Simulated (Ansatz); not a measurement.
# F3GeH5OSi: the cost of one run

Program: Ansatz 0.2.0. Level of theory: RKS PBE/def2-SVP. These are calculated values, not measurements.

### 1 The system as given

Bond lengths: Ge1–F3 1.680 Å, Ge1–F4 1.679 Å, Ge1–F5 1.679 Å, Ge1–O6 2.070 Å, O6–Si7 1.680 Å, Si7–H8 1.460 Å, Si7–H9 1.460 Å, Si7–H10 1.460 Å. Angles: F3–Ge1–F4 109.5°, F3–Ge1–F5 109.5°, F3–Ge1–O6 178.9°, F4–Ge1–F5 109.5°, F4–Ge1–O6 70.0°, F5–Ge1–O6 70.0°, Ge1–O6–Si7 125.0°, O6–Si7–H8 109.5°, O6–Si7–H9 109.5°, O6–Si7–H10 109.5°, H8–Si7–H9 109.4°, H8–Si7–H10 109.4°, H9–Si7–H10 109.4°.

As a file:

```xyz
11

Ge    0.0000    0.0000    0.0000
H     0.0000    0.0000    1.9000
F     1.5842    0.0000   -0.5594
F    -0.7913    1.3709   -0.5594
F    -0.7913   -1.3709   -0.5594
O    -1.9644    0.0000    0.6527
Si   -3.2043   -0.9102   -0.0230
H    -2.7034   -2.2382   -0.3652
H    -4.2964   -1.0354    0.9379
H    -3.6923   -0.2490   -1.2298
H    -0.9937    0.0000    1.8011
```

### 2 A restrained relaxation towards end A

Springs on the bonds that form and break draw the guess towards this end; the thresholds are loose.

File input.yaml:

```yaml
crystal:
  periodic: [false, false, false]
  atoms:
    - { symbol: Ge, position_ang: [0.0, 0.0, 0.0] }
    - { symbol: H, position_ang: [0.0, 0.0, 1.9] }
    - { symbol: F, position_ang: [1.5842, 0.0, -0.5594] }
    - { symbol: F, position_ang: [-0.7913, 1.3709, -0.5594] }
    - { symbol: F, position_ang: [-0.7913, -1.3709, -0.5594] }
    - { symbol: O, position_ang: [-1.9644, 0.0, 0.6527] }
    - { symbol: Si, position_ang: [-3.2043, -0.9102, -0.023] }
    - { symbol: H, position_ang: [-2.7034, -2.2382, -0.3652] }
    - { symbol: H, position_ang: [-4.2964, -1.0354, 0.9379] }
    - { symbol: H, position_ang: [-3.6923, -0.249, -1.2298] }
    - { symbol: H, position_ang: [-0.9937, 0.0, 1.8011] }
basis:
  gaussian: { orbitals: def2-SVP }
hamiltonian:
  xc: pbe
relax:
  f_tol: 0.15
  max_steps: 25
  restrain:
    - { distance: [0, 5], at: 2.97, k: 30.0 }
    - { distance: [10, 1], at: 1.86, k: 30.0 }
    - { distance: [0, 1], at: 1.55, k: 30.0 }
    - { distance: [10, 5], at: 1.01, k: 30.0 }
```

Run with:

```sh
> ansatz run input.yaml --threads 4 --pin off --max-ram 5120MiB --backend cpu --events-out ev --progress --plain --runs-dir out
```

What time and memory should one allow on 4 threads of Arm Neoverse V1, shared host?

About 18 s, with a peak of 0.2 GiB.
